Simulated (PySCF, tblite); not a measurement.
# C6H10O2SSi: geometry, infrared bands and NMR shifts

Wanted: the infrared bands and NMR shifts of C6H10O2SSi (`CO[SiH](OC)c1cccs1`), by calculation.

Computed with tblite 0.8.0 and PySCF 2.14.0, with density-fitted response routines of our own, on a single molecule in the gas phase. Atoms are numbered from 0 throughout.

## (1) Starting geometry

20 atoms, charge 0, multiplicity 1; geometry from: force field or distance geometry start.

Bonds of the start (Å): C0–O1 1.39, O1–Si2 1.69, Si2–O3 1.72, O3–C4 1.40, Si2–C5 1.85, C5–C6 1.37, C6–C7 1.35, C7–C8 1.36, C8–S9 1.55, S9–C5 1.85, C0–H10 1.11, C0–H11 1.10, C0–H12 1.12, Si2–H13 1.48, C4–H14 1.13, C4–H15 1.10, C4–H16 1.11, C6–H17 1.11, C7–H18 1.10, C8–H19 1.10.

## (2) Optimising the geometry with GFN2-xTB

The job: settings as JSON, then the geometry in Å.

```
{"job": {"kind": "relax", "xc": "GFN2-xTB", "basis": "xTB"}, "charge": 0, "multiplicity": 1}
C     -2.096600    -1.880000    -0.022700
O     -1.318700    -1.273800     0.950300
Si    -0.756300     0.260300     0.538400
O     -1.538200     0.969800    -0.822000
C     -1.786100     2.302300    -0.468900
C      1.043800     0.113800     0.140100
C      1.656400    -1.033400    -0.293700
C      2.984100    -0.929100    -0.513700
C      3.521900     0.298000    -0.283000
S      2.454900     1.314500     0.202900
H     -2.606000    -2.747600     0.457600
H     -1.503300    -2.291200    -0.858000
H     -2.916300    -1.195600    -0.365800
H     -0.953800     1.177900     1.679000
H     -0.807300     2.852000    -0.323000
H     -2.354100     2.850100    -1.229400
H     -2.297700     2.413500     0.511700
H      1.081100    -1.971600    -0.433500
H      3.599300    -1.771600    -0.862700
H      4.588000     0.552600    -0.416100
```

The run is started by

```bash
$ OMP_NUM_THREADS=1 python probes_run.py task.json out
```

One launch serves the whole session: the jobs run in the order shown.

**Question.** This job is followed by: GFN2-xTB harmonic vibrations, gas phase; GIAO PBE0/pcSseg-1 NMR shielding, non-relativistic, gas phase. What will the session give for the following? strongest single infrared mode (GFN2-xTB); zero-point energy (GFN2-xTB); ¹³C shifts against TMS (PBE0/pcSseg-1, means over atoms taken as alike); ¹H shifts against TMS (PBE0/pcSseg-1, means over atoms taken as alike); ¹⁷O shifts against H2O (PBE0/pcSseg-1, means over atoms taken as alike); ²⁹Si shifts against TMS (PBE0/pcSseg-1); ³³S shifts against CS2 (PBE0/pcSseg-1).

**Answer**, as computed:

| quantity | value |
| --- | --- |
| strongest single infrared mode (GFN2-xTB) | 747 cm⁻¹, 258 km/mol |
| zero-point energy (GFN2-xTB) | 92.2 kcal/mol |
| ¹³C shifts against TMS (PBE0/pcSseg-1, means over atoms taken as alike) | 143.8, 140.3, 138.0, 131.1, 51.6 ppm |
| ¹H shifts against TMS (PBE0/pcSseg-1, means over atoms taken as alike) | 7.54, 7.50, 7.35, 5.05, 4.06 ppm |
| ¹⁷O shifts against H2O (PBE0/pcSseg-1, means over atoms taken as alike) | 22.2 ppm |
| ²⁹Si shifts against TMS (PBE0/pcSseg-1) | -43.5 ppm |
| ³³S shifts against CS2 (PBE0/pcSseg-1) | 248 ppm |

**Reading.** Relaxing lowered the energy by 1.634 eV in 124 steps; the close pair that moved most is C8–S9, from 1.552 to 1.718 Å. All 54 modes are real, so the xTB geometry is a minimum. Unscaled tight-binding wavenumbers are off by several per cent, some by more. Its intensities can rank the bands wrongly. At PBE0/pcSseg-1: The widest tensor belongs to S9: span 279 ppm, with a paramagnetic part of -804 ppm. NICS(1)zz of -29 ppm above the planar ring from C5 marks a diatropic (aromatic) ring current.
